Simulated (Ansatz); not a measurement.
# SnTe: pressure up to the limit of the methods

How does SnTe (zincblende type) answer strong compression? The runs shown use PAW. Its runs: cell relaxed at zero pressure (PAW); volume scaled by 1 (PAW); volume scaled by 0.94 (PAW); volume scaled by 0.88 (PAW); volume scaled by 0.8 (PAW); volume scaled by 0.72 (PAW and PAW (partial_waves polarizable)); volume scaled by 0.64 (PAW); volume scaled by 0.55 (PAW and PAW (cutoff 300 eV)).

Method: DFT, PBEsol, PAW with Ansatz's default frozen-core files, scalar-relativistic, in Ansatz 0.2.0.

## (1) Starting point

The structure is cubic, space group F-43m (No. 216). The conventional cell has a = 6.214 Å, b = 6.214 Å, c = 6.214 Å, α = 90.00°, β = 90.00°, γ = 90.00°. Sn (site symmetry -43m) is surrounded by 4 Te at 2.69 Å. Te (site symmetry -43m) is surrounded by 4 Sn at 2.69 Å.

Coordinates:

```cif
data_structure
_symmetry_space_group_name_H-M 'P 1'
_symmetry_Int_Tables_number 1
_cell_length_a 4.3943
_cell_length_b 4.3943
_cell_length_c 4.3943
_cell_angle_alpha 60.000
_cell_angle_beta 60.000
_cell_angle_gamma 60.000
_cell_volume 60.00
loop_
_atom_site_label
_atom_site_type_symbol
_atom_site_fract_x
_atom_site_fract_y
_atom_site_fract_z
_atom_site_occupancy
Sn1 Sn 0.00000 0.00000 0.00000 1
Te1 Te 0.25000 0.25000 0.25000 1
```

Whether this phase is the stable one at these pressures isn't tested.

Atoms are numbered in the order of the input: Sn1, Te2.

## (2) Cell relaxed at zero pressure, PAW

input.yaml reads:

```yaml
crystal:
  lattice:
    - [0.0, 3.107232506, 3.107232506]
    - [3.107232506, 0.0, 3.107232506]
    - [3.107232506, 3.107232506, 0.0]
  atoms:
    - { symbol: Sn, position: [0.0, 0.0, 0.0] }
    - { symbol: Te, position: [0.25, 0.25, 0.25] }
kpoints:
  mp_grid: { grid: [12, 12, 12] }
scf:
  occupations: { method: fermi_dirac, width: 0.1 }
hamiltonian:
  xc: pbesol
  pseudopotentials: { kind: paw }
output:
  forces: true
  stress: true
  write_density: true
  write_potential: true
  elf: true
  volumetric_format: npy
relax:
  f_tol: 0.005
  max_steps: 40
  cell: {}
```

Launch:

```sh
> ansatz run input.yaml --threads 1 --pin off --max-ram 2048MiB --backend cpu --events-out ev --progress --plain --runs-dir out
```

After this run come: Volume scaled by 1, PAW; Volume scaled by 0.94, PAW; Volume scaled by 0.88, PAW; Volume scaled by 0.8, PAW; Volume scaled by 0.72, PAW; Volume scaled by 0.72, PAW (partial_waves polarizable); Volume scaled by 0.64, PAW; Volume scaled by 0.55, PAW; Volume scaled by 0.55, PAW (cutoff 300 eV).

**Question.** What will these runs give? Wanted: PAW pressure at 0.55 of the volume; fitted bulk modulus at zero pressure.

The runs gave:

| quantity | value |
| --- | --- |
| PAW pressure at 0.55 of the volume | 52.0 GPa |
| PAW (cutoff 300 eV) pressure at 0.55 of the volume | 52.0 GPa |
| fitted bulk modulus at zero pressure (PAW) | 23.9 GPa |
| its pressure derivative | 4.21 |

**Reading.** At 0.55 of the starting volume PAW gives 52 GPa. One third-order Birch-Murnaghan curve follows these points (B₀ = 23.9 GPa, B′ = 4.21, misfit at most 0.09 GPa). A fit over so wide a range leans to the high pressures, so B₀ can be off by several per cent. No all-electron run checks these rows here, and frozen cores can fail under such compression. The ions are at rest, and the electrons smeared by 0.1 eV. Spin-orbit coupling is left out, though the cell holds Te; in elements this heavy it can shift bands and gaps by tenths of an eV.
